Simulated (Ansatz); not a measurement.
# Cs2Rb: the cost of one run

Program: Ansatz 0.2.0. Level of theory: DFT PBE, scalar-relativistic, plane waves, PAW. These are calculated values, not measurements.

1 further run of the same task is left out (it didn't finish).

## (1) The structure to begin with

Symmetry: P-3m1, No. 164, trigonal system. The conventional cell has a = 4.582 Å, b = 4.582 Å, c = 22.445 Å, α = 90.00°, β = 90.00°, γ = 120.00°.

Structure file:

```
Cs Rb
1.0
     4.58157    0.00000    0.00000
    -2.29078    3.96775    0.00000
     0.00000    0.00000   22.44509
Cs Rb
4 2
Direct
  0.33333 0.66667 0.75000
  0.33333 0.66667 0.08333
  0.66667 0.33333 0.91667
  0.66667 0.33333 0.25000
  0.33333 0.66667 0.41667
  0.66667 0.33333 0.58333
```

Recipe of the guess: ordered superstructure of hcp (P-3m1, No. 164). Its size is a rough estimate.

## (2) A first look at the guess

File input.yaml:

```yaml
crystal:
  lattice:
    - [4.58156577, 0.0, 0.0]
    - [-2.29078289, 3.96775235, 0.0]
    - [0.0, 0.0, 22.44509073]
  atoms:
    - { symbol: Cs, position: [0.33333333, 0.66666667, 0.75] }
    - { symbol: Cs, position: [0.33333333, 0.66666667, 0.08333333] }
    - { symbol: Cs, position: [0.66666667, 0.33333333, 0.91666667] }
    - { symbol: Cs, position: [0.66666667, 0.33333333, 0.25] }
    - { symbol: Rb, position: [0.33333333, 0.66666667, 0.41666667] }
    - { symbol: Rb, position: [0.66666667, 0.33333333, 0.58333333] }
basis:
  ecutwfc: 420
kpoints:
  mp_grid: { grid: [6, 6, 1] }
hamiltonian:
  xc: pbe
scf:
  occupations: { method: gaussian, width: 0.1 }
  lower_state_search: "off"
output:
  forces: true
  stress: true
  eigenvalues: true
```

Started as:

```console
ansatz run input.yaml --threads 1 --pin off --max-ram 2560MiB --backend cpu --events-out ev --progress --plain --runs-dir out
```

**Question.** How long does this run take on 1 thread of Intel Xeon Platinum 8259CL at 2.50GHz (Skylake/Cascade Lake), shared host, and how much memory does it need?

About 8.7 s, with a peak of 0.58 GiB.
